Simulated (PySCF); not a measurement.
**TeC: bond curves at several levels of theory**

The task here is to estimate one member of a computed series from the others.

Program: PySCF 2.14.0. Level of theory: Te def2-TZVPP with ECP28, C def2-TZVPP, scalar-relativistic core potentials. These are calculated values, not measurements.

Set-up of the first run:

Settings of the job:

* atoms: Te, C
* charge: 0
* basis: Te def2-TZVPP with ECP28, C def2-TZVPP
* Hamiltonian: scalar-relativistic core potentials
* basis functions: 81
* electrons treated: 30
* masses in u: 129.9062, 12.0000
* levels: PBE0, PBE, r²SCAN, r²SCANh, MN15, B97-3, revPBE, LC-ωPBE, HF, MP2, SCS-MP2, CCSD, CCSD(T)
* grid: 80 radial by 434 angular points
* occupations: held fixed by the projection of orbital angular momentum
* dissociation limit: Te + C, each in its ground configuration
* starting distance in angstrom: 2.030
* values of 2S to try: 0, 2, 4

The run is started by

```
$ OMP_NUM_THREADS=1 python dia.py task.json out
```

Steps of the session up to this table: The job; First curve: PBE0; Higher solutions at PBE0; PBE; r²SCAN; r²SCANh (hybrid meta-GGA); MN15 (hybrid meta-GGA); B97-3 (global hybrid GGA); revPBE; LC-ωPBE (range-separated hybrid); RHF; MP2 and coupled cluster.

One table of the session follows, with a row left open; its other results are not shown here.

Energy (eV) from each level's lowest point:

```
R (Å)    RHF  RHF-MP2  RHF-SCS-MP2  RHF-CCSD  RHF-CCSD(T)
1.623  1.637    1.704        1.729       n/a          n/a
1.698  0.684    0.748        0.765     0.763        0.873
1.774      ?        ?            ?         ?            ?
1.830  0.019    0.044        0.048     0.048        0.084
1.887  0.000    0.000        0.000     0.000        0.000
1.944  0.091    0.065        0.061     0.058        0.018
2.019  0.338    0.282        0.272     0.258        0.161
2.113  0.784    0.712        0.692     0.642        0.464
2.227  1.430    1.414        1.372     1.216        0.929
2.378  2.337    2.630        2.528       n/a          n/a
```

**Question.** Estimate the row for R (Å) = 1.774.

Worked estimate for «RHF». A straight line through the neighbours (1.698, 0.684) and (1.830, 0.019) gives 0.684 + (0.019 − 0.684) × (1.774 − 1.698) / (1.830 − 1.698) = 0.301; a parabola fitted to 4 rows on both sides gives 0.157.

**Answer.** RHF: 0.179; RHF-MP2: 0.225; RHF-SCS-MP2: 0.234; RHF-CCSD: 0.233; RHF-CCSD(T): 0.303. In «RHF» the line misses by +0.122 and the parabola by -0.022.
